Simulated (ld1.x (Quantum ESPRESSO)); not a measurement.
# Pseudopotential generation for Ge: TM, PBE

Task: generate the file, and judge it by its errors in other configurations, its logarithmic derivatives, its ghosts and its cutoff.

Program: ld1.x (Quantum ESPRESSO) 7.5. Reference atom: PBE, fully relativistic, spherical and spin-unpolarised. All values are calculated.

**1. Settings**

The settings as typed:

| Item | Value |
| --- | --- |
| element | germanium (Ge, Z = 32) |
| type | norm-conserving Troullier–Martins (Kleinman–Bylander form) |
| frozen core | [Ar] |
| valence charge | 14 |
| reference configuration | 3d10 4s2 4p2 |
| partial waves | 4s (bound): rc 1.80 bohr; 4p (bound): rc 2.20 bohr; 3d (bound): rc 0.70 bohr |
| local potential | the d channel |
| core correction | not asked for |

The outer shells as boxes (Hund's rule for the drawing; the calculation is spin-unpolarised):

```
[Ar] core
3d [↑↓][↑↓][↑↓][↑↓][↑↓]
4s [↑↓]
4p [↑ ][↑ ][  ]
```

The nodes and maxima of the atom's own shells, from an earlier all-electron run, set the scale for the radii.

All-electron outer shells of the reference configuration (PBE, scalar-relativistic, ld1.x):

| shell | level (eV) | outermost node (bohr) | outermost maximum (bohr) |
| --- | --- | --- | --- |
| 3s | -168.49 | 0.26 | 0.54 |
| 3p | -115.62 | 0.23 | 0.54 |
| 3d | -29.31 | – | 0.50 |
| 4s | -11.73 | 0.77 | 1.75 |
| 4p | -3.90 | 0.82 | 2.22 |

**2. Generation**

Contents of Ge.in:

```
 &input
   title='Ge', zed=32., rel=2, dft='PBE', iswitch=3,
   config='[Ar] 3d10 4s2 4p2', rel_dist='average',
   nld=5, rlderiv=2.40, eminld=-4.0, emaxld=5.0, deld=0.02
 /
 &inputp
   pseudotype=2, tm=.true., lloc=2,
   nlcc=.false.,
   file_pseudopw='Ge.UPF', file_wfcaegen='ae.wfc', file_wfcncgen='nc.wfc', file_beta='beta', file_chi='chi'
 /
3
4S  1  0   2.00   0.00  1.80  1.80  0.0
4P  2  1   2.00   0.00  2.20  2.20  0.0
3D  3  2  10.00   0.00  0.70  0.70  0.0
 &test
   configts(1)='3d10 4s2 4p2'
 /
```

Launch:

```console
$ ld1.x < Ge.in > Ge.out
```

What the program wrote to Ge.out (without the banner and most projector matrices):

```text
     Program LD1 v.7.5
     --------------------------- All-electron run ----------------------------

     Ge
     dirac relativistic calculation

     atomic number is 32.00
     dft =PBE   lsd =0 sic =0 latt =0  beta=0.20 tr2=1.0E-14
     Exchange-correlation= PBE
                           (   1   4   3   4   0   0   0)
     mesh =1207 r(mesh) = 100.41023 a.u. xmin = -7.00 dx = 0.01250
     1 Ry =  13.60569312 eV, c = 137.03599908

     n l j   nl                  e(Ry)          e(Ha)          e(eV)
     Spin orbit split results
     1 0 0.5 1S 1( 2.00)      -805.3902      -402.6951    -10957.8916
     2 0 0.5 2S 1( 2.00)      -100.7837       -50.3919     -1371.2324
     2 1 0.5 2P 1( 2.00)       -89.6427       -44.8214     -1219.6515
     2 1 1.5 2P 1( 4.00)       -87.3001       -43.6501     -1187.7786
     3 0 0.5 3S 1( 2.00)       -12.3797        -6.1898      -168.4343
     3 1 0.5 3P 1( 2.00)        -8.7072        -4.3536      -118.4681
     3 1 1.5 3P 1( 4.00)        -8.3930        -4.1965      -114.1919
     3 2 1.5 3D 1( 4.00)        -2.1795        -1.0897       -29.6534
     3 2 2.5 3D 1( 6.00)        -2.1365        -1.0683       -29.0686
     4 0 0.5 4S 1( 2.00)        -0.8620        -0.4310       -11.7287
     4 1 0.5 4P 1( 0.67)        -0.2956        -0.1478        -4.0212
     4 1 1.5 4P 1( 1.33)        -0.2818        -0.1409        -3.8344
     Averaged results
     1 0     1S 1( 2.00)      -805.3902      -402.6951    -10957.8916
     2 0     2S 1( 2.00)      -100.7837       -50.3919     -1371.2324
     2 1     2P 1( 6.00)       -88.0810       -44.0405     -1198.4029
     3 0     3S 1( 2.00)       -12.3797        -6.1898      -168.4343
     3 1     3P 1( 6.00)        -8.4977        -4.2489      -115.6173
     3 2     3D 1(10.00)        -2.1537        -1.0768       -29.3025
     4 0     4S 1( 2.00)        -0.8620        -0.4310       -11.7287
     4 1     4P 1( 2.00)        -0.2864        -0.1432        -3.8967

     final scf error:  5.8E-15 reached in  40 iterations

     Etot =   -4197.869182 Ry,   -2098.934591 Ha,  -57114.919857 eV

     Ekin =    4286.819559 Ry,    2143.409780 Ha,   58325.151400 eV
     Encl =  -10130.816199 Ry,   -5065.408100 Ha, -137836.776293 eV
     Eh   =    1805.283908 Ry,     902.641954 Ha,   24562.138847 eV
     Exc  =    -159.156450 Ry,     -79.578225 Ha,   -2165.433812 eV

     normalization and overlap integrals

     s(1S/1S) =  1.000000  <r> =   0.0470  <r2> =    0.0030  r(max) =   0.0309
     s(2S/2S) =  1.000000  <r> =   0.2098  <r2> =    0.0520  r(max) =   0.1754
     s(2P/2P) =  1.000000  <r> =   0.1812  <r2> =    0.0403  r(max) =   0.1401
     s(2P/2P) =  1.000000  <r> =   0.1848  <r2> =    0.0418  r(max) =   0.1418
     s(3S/3S) =  1.000000  <r> =   0.6241  <r2> =    0.4494  r(max) =   0.5402
     s(3P/3P) =  1.000000  <r> =   0.6398  <r2> =    0.4821  r(max) =   0.5402
     s(3P/3P) =  1.000000  <r> =   0.6505  <r2> =    0.4983  r(max) =   0.5470
     s(3D/3D) =  1.000000  <r> =   0.7334  <r2> =    0.6908  r(max) =   0.5012
     s(3D/3D) =  1.000000  <r> =   0.7387  <r2> =    0.7013  r(max) =   0.5075
     s(4S/4S) =  1.000000  <r> =   2.1164  <r2> =    5.1852  r(max) =   1.7494
     s(4P/4P) =  1.000000  <r> =   2.8598  <r2> =    9.7897  r(max) =   2.1908
     s(4P/4P) =  1.000000  <r> =   2.9192  <r2> =   10.2055  r(max) =   2.2184

     ------------------------ End of All-electron run ------------------------

     --------------------- Generating NC pseudopotential ---------------------

      Generating local pot.: lloc=2, j= 1.50, matching radius rcloc =   0.7000

      Generating local pot.: lloc=2, j= 2.50, matching radius rcloc =   0.7000

     Fully relativistic calculation: |psi|^2

     Wfc 4S LC norm =  0.99993532 SC norm =  0.00006205 missing  0.00000262

     Wfc 4P LC norm =  0.99996426 SC norm =  0.00003557 missing  0.00000017

     Wfc 4P LC norm =  0.99996564 SC norm =  0.00002925 missing  0.00000511

      Wfc   4S  rcut= 1.794  Using Troullier-Martins method

      Wfc   4P  rcut= 2.191  Using Troullier-Martins method

      Wfc   4P  rcut= 2.191  Using Troullier-Martins method

     ------------------- End of pseudopotential generation -------------------

     [... the all-electron block is printed once more ...]


     Computing logarithmic derivative in   2.40616
     Computing logarithmic derivative in   2.40616
     Computing the partial wave expansion
     R is outside the sphere for l=    0 j= 0.50
     R is outside the sphere for l=    1 j= 0.50
     R is outside the sphere for l=    1 j= 1.50
       no projector for channel:   2
       no projector for channel:   2

     ---------------------- Testing the pseudopotential ----------------------

     Ge
     dirac relativistic calculation

     atomic number is 32.00   valence charge is 14.00
     dft =PBE   lsd =0 sic =0 latt =0  beta=0.20 tr2=1.0E-14
     mesh =1207 r(mesh) = 100.41023 xmin = -7.00 dx = 0.01250

     n l  j  nl             e AE (Ry)       e PS (Ry)    De AE-PS (Ry)
     3 2 1.5 3D   1( 4.00)       -2.17949       -2.15356       -0.02592  !
     3 2 2.5 3D   1( 6.00)       -2.13650       -2.15356        0.01706  !
     1 0 0.5 4S   1( 2.00)       -0.86205       -0.86205        0.00000
     2 1 0.5 4P   1( 0.67)       -0.29555       -0.29555       -0.00000
     2 1 1.5 4P   1( 1.33)       -0.28183       -0.28183        0.00000

     eps = 7.3E-15  iter = 29

     Etot =   -4197.869182 Ry,   -2098.934591 Ha,  -57114.919857 eV
     Etotps =  -185.910652 Ry,     -92.955326 Ha,   -2529.443275 eV

     Ekin =     281.272731 Ry,     140.636365 Ha,    3826.910457 eV
     Encl =    -615.672001 Ry,    -307.836001 Ha,   -8376.644313 eV
     Ehrt =     169.004845 Ry,      84.502422 Ha,    2299.428055 eV
     Ecxc =     -23.138030 Ry,     -11.569015 Ha,    -314.808941 eV
     Epseu=       2.621804 Ry,       1.310902 Ha,      35.671467 eV

     ---------------------- End of pseudopotential test ----------------------
```

Wall time 2.2 s (1 thread, shared host). This counts the later configuration tests of the new file too.

**3. Configuration tests**

Contents of Ge.test.in:

```
 &input
   title='Ge', zed=32., rel=2, dft='PBE', iswitch=2,
   config='[Ar] 3d10 4s2 4p2', rel_dist='average'
 /
 &test
   file_pseudo='Ge.UPF', nconf=8,
   configts(1)='3d10 4s2 4p2',
   configts(2)='3d10 4s2 4p1',
   configts(3)='3d10 4s2 4p0',
   configts(4)='3d10 4s1 4p0',
   configts(5)='3d10 4s1 4p2',
   configts(6)='3d10 4s1 4p3',
   configts(7)='3d9 4s2 4p3',
   configts(8)='3d10 4s2 4p1.5'
 /
```

Launch:

```console
$ ld1.x < Ge.test.in > Ge.test.out
```

Ge.test.out, the pseudopotential blocks, each with the warnings that came before it:

```text
     ---------------------- Testing the pseudopotential ----------------------

     Ge
     dirac relativistic calculation

     atomic number is 32.00   valence charge is 14.00
     dft =PBE   lsd =0 sic =0 latt =0  beta=0.20 tr2=1.0E-14
     mesh =1207 r(mesh) = 100.41023 xmin = -7.00 dx = 0.01250

     n l  j  nl             e AE (Ry)       e PS (Ry)    De AE-PS (Ry)
     3 2 1.5 3D   1( 4.00)       -2.17949       -2.15356       -0.02592  !
     3 2 2.5 3D   1( 6.00)       -2.13650       -2.15356        0.01706  !
     1 0 0.5 4S   1( 2.00)       -0.86205       -0.86205        0.00000
     2 1 0.5 4P   1( 0.67)       -0.29555       -0.29555       -0.00000
     2 1 1.5 4P   1( 1.33)       -0.28183       -0.28183        0.00000

     eps = 7.0E-15  iter = 37

     Etot =   -4197.869181 Ry,   -2098.934591 Ha,  -57114.919854 eV
     Etotps =  -185.910652 Ry,     -92.955326 Ha,   -2529.443273 eV

     Ekin =     281.272731 Ry,     140.636365 Ha,    3826.910461 eV
     Encl =    -615.672001 Ry,    -307.836001 Ha,   -8376.644314 eV
     Ehrt =     169.004845 Ry,      84.502422 Ha,    2299.428054 eV
     Ecxc =     -23.138030 Ry,     -11.569015 Ha,    -314.808941 eV
     Epseu=       2.621804 Ry,       1.310902 Ha,      35.671466 eV

     ---------------------- End of pseudopotential test ----------------------

     ---------------------- Testing the pseudopotential ----------------------

     Ge
     [...]
     n l  j  nl             e AE (Ry)       e PS (Ry)    De AE-PS (Ry)
     3 2 1.5 3D   1( 4.00)       -2.84158       -2.80895       -0.03263  !
     3 2 2.5 3D   1( 6.00)       -2.79853       -2.80895        0.01042  !
     1 0 0.5 4S   1( 2.00)       -1.45935       -1.45851       -0.00084
     2 1 0.5 4P   1( 0.33)       -0.83830       -0.83782       -0.00049
     2 1 1.5 4P   1( 0.67)       -0.82039       -0.81995       -0.00045

     eps = 8.6E-15  iter = 40

     Etot =   -4197.321890 Ry,   -2098.660945 Ha,  -57107.473578 eV
     Etotps =  -185.363544 Ry,     -92.681772 Ha,   -2521.999489 eV
     dEtot_ae =       0.547291 Ry
     dEtot_ps =       0.547108 Ry,   Delta E=       0.000183 Ry

     [...]
     ---------------------- End of pseudopotential test ----------------------

     ---------------------- Testing the pseudopotential ----------------------

     Ge
     [...]
     n l  j  nl             e AE (Ry)       e PS (Ry)    De AE-PS (Ry)
     3 2 1.5 3D   1( 4.00)       -3.64098       -3.59479       -0.04620  !
     3 2 2.5 3D   1( 6.00)       -3.59780       -3.59479       -0.00301
     1 0 0.5 4S   1( 2.00)       -2.14951       -2.14663       -0.00288
     2 1 0.5 4P   1( 0.00)       -1.47077       -1.46876       -0.00201
     2 1 1.5 4P   1( 0.00)       -1.44829       -1.44640       -0.00189

     eps = 4.6E-15  iter = 52

     Etot =   -4196.186919 Ry,   -2098.093459 Ha,  -57092.031503 eV
     Etotps =  -184.229634 Ry,     -92.114817 Ha,   -2506.571860 eV
     dEtot_ae =       1.682263 Ry
     dEtot_ps =       1.681018 Ry,   Delta E=       0.001245 Ry

     [...]
     ---------------------- End of pseudopotential test ----------------------

     BEWARE! Errors in PS-KS equations
     Warning: n=1, l=0 expected 0 nodes, found 1
     Warning: n=2, l=1 expected 0 nodes, found 2
     ---------------------- Testing the pseudopotential ----------------------

     Ge
     [...]
     n l  j  nl             e AE (Ry)       e PS (Ry)    De AE-PS (Ry)
     3 2 1.5 3D   1( 4.00)       -4.66279       -5.69403        1.03124  !
     3 2 2.5 3D   1( 6.00)       -4.61926       -5.69403        1.07477  !
     1 0 0.5 4S   1( 1.00)       -2.97305       -3.13502        0.16197  !
     2 1 0.5 4P   1( 0.00)       -2.22869       -2.22869        0.00000
     2 1 1.5 4P   1( 0.00)       -2.20059       -2.20059        0.00000

     eps = 3.0E-15  iter =138

     Etot =   -4193.629834 Ry,   -2096.814917 Ha,  -57057.240599 eV
     Etotps =  -181.413441 Ry,     -90.706721 Ha,   -2468.255607 eV
     dEtot_ae =       4.239347 Ry
     dEtot_ps =       4.497210 Ry,   Delta E=      -0.257863 Ry

     [...]
     ---------------------- End of pseudopotential test ----------------------

     ---------------------- Testing the pseudopotential ----------------------

     Ge
     [...]
     n l  j  nl             e AE (Ry)       e PS (Ry)    De AE-PS (Ry)
     3 2 1.5 3D   1( 4.00)       -2.96893       -2.93445       -0.03448  !
     3 2 2.5 3D   1( 6.00)       -2.92577       -2.93445        0.00868  !
     1 0 0.5 4S   1( 1.00)       -1.53132       -1.52968       -0.00164
     2 1 0.5 4P   1( 0.67)       -0.89643       -0.89550       -0.00093
     2 1 1.5 4P   1( 1.33)       -0.87750       -0.87661       -0.00089

     eps = 5.9E-15  iter = 50

     Etot =   -4196.681511 Ry,   -2098.340756 Ha,  -57098.760780 eV
     Etotps =  -184.723738 Ry,     -92.361869 Ha,   -2513.294491 eV
     dEtot_ae =       1.187670 Ry
     dEtot_ps =       1.186914 Ry,   Delta E=       0.000756 Ry

     [...]
     ---------------------- End of pseudopotential test ----------------------

     ---------------------- Testing the pseudopotential ----------------------

     Ge
     [...]
     n l  j  nl             e AE (Ry)       e PS (Ry)    De AE-PS (Ry)
     3 2 1.5 3D   1( 4.00)       -2.30727       -2.27898       -0.02829  !
     3 2 2.5 3D   1( 6.00)       -2.26418       -2.27898        0.01481  !
     1 0 0.5 4S   1( 1.00)       -0.93225       -0.93158       -0.00067
     2 1 0.5 4P   1( 1.00)       -0.34697       -0.34671       -0.00026
     2 1 1.5 4P   1( 2.00)       -0.33193       -0.33168       -0.00025

     eps = 6.8E-15  iter = 41

     Etot =   -4197.283471 Ry,   -2098.641736 Ha,  -57106.950860 eV
     Etotps =  -185.325162 Ry,     -92.662581 Ha,   -2521.477282 eV
     dEtot_ae =       0.585710 Ry
     dEtot_ps =       0.585490 Ry,   Delta E=       0.000221 Ry

     [...]
     ---------------------- End of pseudopotential test ----------------------

     BEWARE! Errors in PS-KS equations
     Warning: n=3, l=2 expected 0 nodes, found 1
     ---------------------- Testing the pseudopotential ----------------------

     Ge
     [...]
     n l  j  nl             e AE (Ry)       e PS (Ry)    De AE-PS (Ry)
     3 2 1.5 3D   1( 3.60)       -2.90181       -3.75860        0.85679  !
     3 2 2.5 3D   1( 5.40)       -2.85593       -3.75860        0.90266  !
     1 0 0.5 4S   1( 2.00)       -1.03125       -1.03125        0.00000
     2 1 0.5 4P   1( 1.00)       -0.39206       -0.41799        0.02592  !
     2 1 1.5 4P   1( 2.00)       -0.37375       -0.37375        0.00000

     eps = 9.3E-26  iter =  6

     Etot =   -4195.692122 Ry,   -2097.846061 Ha,  -57085.299446 eV
     Etotps =   -37.055377 Ry,     -18.527689 Ha,    -504.164093 eV
     dEtot_ae =       2.177060 Ry
     dEtot_ps =     148.855274 Ry,   Delta E=    -146.678214 Ry

     [...]
     ---------------------- End of pseudopotential test ----------------------

     ---------------------- Testing the pseudopotential ----------------------

     Ge
     [...]
     n l  j  nl             e AE (Ry)       e PS (Ry)    De AE-PS (Ry)
     3 2 1.5 3D   1( 4.00)       -2.49045       -2.46193       -0.02853  !
     3 2 2.5 3D   1( 6.00)       -2.44745       -2.46193        0.01448  !
     1 0 0.5 4S   1( 2.00)       -1.14634       -1.14602       -0.00031
     2 1 0.5 4P   1( 0.50)       -0.55328       -0.55311       -0.00017
     2 1 1.5 4P   1( 1.00)       -0.53751       -0.53736       -0.00015

     eps = 8.4E-16  iter = 40

     Etot =   -4197.663170 Ry,   -2098.831585 Ha,  -57112.116927 eV
     Etotps =  -185.704673 Ry,     -92.852336 Ha,   -2526.640788 eV
     dEtot_ae =       0.206011 Ry
     dEtot_ps =       0.205979 Ry,   Delta E=       0.000032 Ry

     [...]
     ---------------------- End of pseudopotential test ----------------------
```

2 tests gave no usable energy difference (3d10 4s1 4p0; 3d9 4s2 4p3).

The tests as a table, with energies relative to 3d10 4s2 4p2.

```csv
valence configuration,charge,ΔE all-electron (eV),error AE − PS (meV)
3d10 4s2 4p1,+1,7.446,+2.5
3d10 4s2 4p0,+2,22.888,+17
3d10 4s1 4p2,+1,16.159,+10
3d10 4s1 4p3,0,7.969,+3.0
3d10 4s2 4p1.5,+0.5,2.803,+0.4
```

**4. Does it scatter like the atom?**

Taken from the files of the generation run. The phase is arctan(r·u′/u) with u = r·R, unwrapped, with energies in Ry. A pole is an energy at which the radial function vanishes at the test radius. The pseudo phase is shifted by a multiple of π to meet the all-electron one at the reference energy. Levels narrower than the energy grid can be missing from the poles. The last column is the largest difference on the grid between −1 and +1 Ry.

```tsv
channel	radius (bohr)	reference (Ry)	poles AE	poles PS	window around the reference with phases within 0.05 rad (Ry)	largest difference near zero (rad)
s	2.41	-0.86	0.46	0.28, 1.11	below 0.4	2.772
p1/2	2.41	-0.30	1.65	1.57	below 3.1	0.005
p3/2	2.41	-0.28	1.73	1.64	below 3.1	0.005
d3/2	2.41	-2.18	-2.15, 3.89	-2.12, 3.92	not even at the reference energy	0.010
d5/2	2.41	-2.14	-2.10, 3.91	-2.12, 3.92	not even at the reference energy	0.002
```

Phases (rad) along the scan:

```
E (Ry)    s AE    s PS  p3/2 AE  p3/2 PS
 -4.00   1.316   1.315    1.339    1.338
 -3.52   1.288   1.286    1.319    1.318
 -3.04   1.247   1.245    1.293    1.292
 -2.56   1.183   1.180    1.258    1.257
 -2.08   1.063   1.060    1.206    1.205
 -1.60   0.766   0.760    1.122    1.120
 -1.12  -0.221  -0.224    0.958    0.956
 -0.64  -1.145  -1.147    0.539    0.538
 -0.16  -1.425  -1.434   -0.474   -0.474
  0.32  -1.546  -1.583   -1.144   -1.147
  0.80  -1.621  -4.393   -1.386   -1.391
  1.28  -1.678  -4.750   -1.502   -1.510
  1.76  -1.732  -4.816   -1.575   -1.588
  2.24  -1.792  -4.869   -1.630   -1.650
  2.72  -1.872  -4.927   -1.679   -1.712
  3.20  -1.995  -5.002   -1.730   -1.790
  3.68  -2.231  -5.114   -1.791   -1.915
  4.16  -2.786  -5.322   -1.875   -2.213
  4.64  -3.673  -5.796   -2.017   -3.248
```

**5. Plane-wave convergence, by spherical Bessel functions**

A separate test, outside the generator: the pseudo-atom's Hamiltonian at the reference potential is diagonalised in spherical Bessel functions j_l(qr) that vanish at 20 bohr, with q² up to the cutoff.

All-electron valence levels (Ry): 4s -0.8620, 4p1/2 -0.2955, 4p3/2 -0.2818, 3d3/2 -2.1795, 3d5/2 -2.1365. The lowest levels of each channel (Ry) by cutoff; the last column sums, over occupied levels, occupation times the distance from the level at 400 Ry. A positive value at high cutoff is not a bound level.

```
cutoff (Ry)      s #1     s #2   p1/2 #1  p1/2 #2   p3/2 #1  p3/2 #2  d3/2 #1  d5/2 #1    f #1  Σ f·Δε (mRy)
          8   -1.0287  -0.4618   -0.2933   0.0232   -0.2794   0.0241   0.0519   0.0519  0.1080       22381.6
         18  -13.0107  -0.8546   -0.2953   0.0231   -0.2816   0.0240   0.0499   0.0499  0.1080       22038.4
         35  -32.2950  -0.8610   -1.2477  -0.2955   -1.6459  -0.2818   0.0434   0.0434  0.1080       21960.5
         55  -46.3987  -0.8619   -7.6842  -0.2955   -8.1119  -0.2818  -0.0155  -0.0155  0.1080       21369.8
         90  -57.1520  -0.8620  -16.5669  -0.2955  -16.9906  -0.2818  -0.3536  -0.3536  0.1080       17988.3
        140  -62.6285  -0.8620  -23.6132  -0.2955  -24.0201  -0.2818  -1.0568  -1.0568  0.1080       10956.4
        230  -64.3222  -0.8620  -27.3044  -0.2955  -27.6929  -0.2818  -1.9195  -1.9195  0.1080        2328.9
        400  -64.4083  -0.8620  -27.7218  -0.2955  -28.1048  -0.2818  -2.1524  -2.1524  0.1080           0.0
```

The sum stays within 10 mRy only somewhere over 300 Ry and within 1 mRy only somewhere over 300 Ry. The sum leaves out empty levels, which can need more. Ghost test: ghost states, bound below the all-electron valence or empty levels of the same l: s at -876.3 eV, p3/2 at -382.4 eV, p1/2 at -377.2 eV.

**6. Summary of results**

| quantity | value |
| --- | --- |
| cutoffs for 10 and 1 mRy, occupied levels | over 300 Ry and over 300 Ry |
| bound ghosts | s at -876.32 eV, p3/2 at -382.39 eV, p1/2 at -377.17 eV |
| largest miss of a reference level | 353 meV (3d) |
| largest test error (AE − PS) | +17 meV, for 3d10 4s2 4p0 (2 tests unsolved) |
| largest phase difference near zero energy, channels read | 2.772 rad |

**Reading.** It has a bound ghost (s, p3/2, p1/2), a state that the atom doesn't have, and that rules the file out. Already in the reference configuration the 3d level is off by 353 meV: its channel is the local one, which carries no spin-orbit splitting. By total energies transferability is good where solved: the largest error is 17 meV on 22.9 eV, for 3d10 4s2 4p0. Atomic tests can pass in spite of a ghost, since they solve only for the levels asked. Of the tests 2 gave no usable energy difference, which is a warning in itself. By its cutoff, over 300 Ry for the looser tolerance, it is very hard. The slowest occupied level is 3d: taken alone it needs over 300 Ry to come within 1 mRy, against 40 Ry for 4s. Of the channels read, s scatters worst near zero energy, by up to 2.77 rad. The pseudo curves have a pole with no partner nearby in the atom's: s at 1.11 Ry. At positive energy that is a spurious or a displaced resonance. These are tests on the free atom; a crystal test is still owed.
